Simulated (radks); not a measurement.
# Yb³⁰⁺ in [Ar] 3d10 4s1.75 4p6 4d4 4f0.25: an all-electron calculation

Wanted: eigenvalues, radial structure and energy terms of the ytterbium ion Yb30+.

Method: scalar-relativistic Kohn-Sham, PBE, spin-polarised, spherical densities, finite nucleus; open shells are filled with parallel spins first. Code: radks (a radial shooting solver on a logarithmic mesh, Libxc functionals) version 1.

### Step 1. Starting point

| Property | Result |
| --- | --- |
| element | ytterbium (Z = 70) |
| charge | +30 |
| electrons | 40 |
| configuration | [Ar] 3d10 4s1.75 4p6 4d4 4f0.25 |
| nuclear rms radius | 5.3108 fm |

### Step 2. Self-consistent calculation

Settings of this run:

```text
Z 70
configuration [Ar] 3d10 4s1.75 4p6 4d4 4f0.25 5s0 5p0
relativity scalar-relativistic
functional pbe,pbe
spin polarised
nucleus finite rms 5.3108 fm
c 137.035999084
```

Q: Predict the outcome of this run.

The runs gave:

| quantity | value |
| --- | --- |
| total energy | -13593.0982 hartree |
| exchange-correlation share of it | 1.83 % |
| −T/E | 1.0926 |
| highest occupied level | 4f up, -971.52 eV |
| most extended occupied level | 4d up, <r> = 0.467 bohr |
| radius at density 0.001 e/bohr³ | 1.22 bohr |
| maxima of the radial density | 4 |

The radial density shows 4 maxima for 4 occupied principal shells. −T/E is 1.093: with relativity the kinetic term as defined here no longer equals −E. This is not the tabulated ground configuration, so its levels and sizes aren't those of the ground state, and no measured value stands beside it.
